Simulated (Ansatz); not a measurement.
# HOSeSi radical (SMILES [O][SiH]=[Se]): one structure at several levels

The task here is to estimate one member of a computed series from the others.

The runs use Ansatz 0.2.0, Gaussian basis; single points in def2-TZVPP.

Correlated methods freeze the cores. Filled d shells of the heavier atoms are correlated. Orbitals are unrestricted.

**Where the work starts**

SMILES `[O][SiH]=[Se]`, 4 atoms, charge 0, spin multiplicity 2.

Atoms are counted from 1 here; the program's logs count them from 0.

Bond lengths: O1–Si2 1.476 Å, Si2–Se3 2.240 Å, Si2–H4 1.428 Å. Angles: O1–Si2–Se3 121.7°, O1–Si2–H4 131.7°, Se3–Si2–H4 106.5°.

As a file:

```xyz
4

O    -1.26730   -0.55580    0.91840
Si   -0.27410    0.04120    0.00390
Se    1.91100   -0.42330    0.17150
H    -0.40480    1.00500   -1.04200
```

The first run:

run/in.yaml reads:

```yaml
crystal:
  periodic: [false, false, false]
  atoms:
    - {symbol: O, position_ang: [-1.267300, -0.555800, 0.918400]}
    - {symbol: Si, position_ang: [-0.274100, 0.041200, 0.003900]}
    - {symbol: Se, position_ang: [1.911000, -0.423300, 0.171500]}
    - {symbol: H, position_ang: [-0.404800, 1.005000, -1.042000]}
basis:
  gaussian: {orbitals: def2-TZVPP}
magnetization: {spin_polarized: true, initial_magnetization: 1}
correlation: {method: ccsd_t}
scf: {omitted_lower_state_checks: [cluster_reference]}
output: {forces: true}
```

The command line of these runs was not kept.

Steps of the session up to this table: CCSD(T)/def2-TZVPP; PBE0-D4/def2-TZVPP; wB97M-V/def2-TZVPP; r2SCAN-D4/def2-TZVPP; PBE-D4/def2-TZVPP; HSE06-D4/def2-TZVPP; LC-wPBE/def2-TZVPP.

One of the session's tables, all rows but one given; the rest of the session is left out.

| method | RMS force component (eV/Å) | angle to CCSD(T) forces (°) | dipole (D) |
| --- | --- | --- | --- |
| CCSD(T) | 1.268 | reference | 3.34 |
| PBE0-D4 | 1.103 | 6.9 | 3.40 |
| wB97M-V | 1.062 | 4.8 | 3.45 |
| r2SCAN-D4 | 1.272 | 3.6 | 3.20 |
| PBE-D4 | 1.588 | 3.2 | 3.00 |
| HSE06-D4 | 1.112 | 6.6 | 3.39 |
| LC-wPBE | ? | ? | ? |

Q: Estimate the row for LC-wPBE from the others.

The run gave: RMS force component (eV/Å): 0.996; angle to CCSD(T) forces (°): 12.8; dipole (D): 3.54. In the column «RMS force component (eV/Å)» it is the lowest.
